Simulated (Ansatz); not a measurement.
# C₂H₇FSSi: how energies converge with the basis set

How large a basis does C₂H₇FSSi need? Two functionals are run in growing sets.

Computed with Ansatz 0.2.0, Gaussian basis. Level: one geometry, several basis sets.

The runs, in order: PBE0-D4/def2-SVP; ωB97M-V/def2-SVP; PBE0-D4/def2-QZVPP; ωB97M-V/def2-QZVPP; the functionals' def2-TZVPP values are taken from earlier runs.

### Step 1. The geometry

All runs share one geometry, relaxed beforehand with PBE0-D4 in a triple-zeta def2 set.

SMILES `C[Si](C)(F)S`, 12 atoms, charge 0, spin multiplicity 1.

Atoms are counted from 1 here; the program's logs count them from 0.

Bond lengths: C1–Si2 1.854 Å, C1–H6 1.093 Å, C1–H7 1.092 Å, C1–H8 1.094 Å, Si2–C3 1.854 Å, Si2–F4 1.603 Å, Si2–S5 2.143 Å, C3–H9 1.093 Å, C3–H10 1.092 Å, C3–H11 1.094 Å, S5–H12 1.344 Å. Angles: Si2–C1–H6 110.8°, Si2–C1–H7 110.6°, Si2–C1–H8 110.6°, H6–C1–H7 108.1°, H6–C1–H8 108.0°, H7–C1–H8 108.6°, C1–Si2–C3 112.6°, C1–Si2–F4 108.4°, C1–Si2–S5 111.8°, C3–Si2–F4 108.4°, C3–Si2–S5 111.9°, F4–Si2–S5 103.2°, Si2–C3–H9 110.8°, Si2–C3–H10 110.6°, Si2–C3–H11 110.6°, H9–C3–H10 108.1°, H9–C3–H11 108.0°, H10–C3–H11 108.6° and more.

### Step 2. PBE0-D4 in def2-SVP

Contents of in.yaml:

```yaml
crystal:
  periodic: [false, false, false]
  atoms:
    - {symbol: C, position_ang: [-1.601684, -0.061862, 0.258432]}
    - {symbol: Si, position_ang: [0.037492, 0.150462, -0.580927]}
    - {symbol: C, position_ang: [1.374165, -0.869231, 0.200101]}
    - {symbol: F, position_ang: [-0.114533, -0.300468, -2.111899]}
    - {symbol: S, position_ang: [0.594048, 2.214173, -0.732429]}
    - {symbol: H, position_ang: [-1.555846, 0.289341, 1.292652]}
    - {symbol: H, position_ang: [-2.375540, 0.508666, -0.258646]}
    - {symbol: H, position_ang: [-1.894416, -1.115438, 0.271641]}
    - {symbol: H, position_ang: [1.549988, -0.553071, 1.231690]}
    - {symbol: H, position_ang: [2.310713, -0.762816, -0.350617]}
    - {symbol: H, position_ang: [1.094766, -1.926423, 0.213193]}
    - {symbol: H, position_ang: [0.657745, 2.371667, 0.600910]}
basis:
  gaussian: {orbitals: def2-SVP}
hamiltonian: {xc: pbe0, dispersion: d4}
output: {orbitals: {seedname: orbitals}}
```

Run with:

```bash
$ ansatz run in.yaml --threads 4 --pin off --events-out ev --progress --plain --max-ram 10444MiB
```

After this run come: ωB97M-V in def2-SVP; PBE0-D4 in def2-QZVPP; ωB97M-V in def2-QZVPP.

Q: Predict the results of all the runs planned. Wanted: PBE0-D4: double and triple zeta above quadruple; ωB97M-V: double and triple zeta above quadruple.

**Answer**, as computed:

```
                                       quantity           value
PBE0-D4: double and triple zeta above quadruple  13.50, 0.88 eV
ωB97M-V: double and triple zeta above quadruple  13.67, 0.84 eV
```

In words: For PBE0-D4 the step from double to triple zeta gains 12.61 eV and the next only 0.88 eV. These are total energies; as a rule much of such shifts cancels in differences, which this series doesn't test. The LUMO of ωB97M-V is positive and keeps falling with the basis (2.58 to 1.32 eV): an unbound level that the basis holds in place.
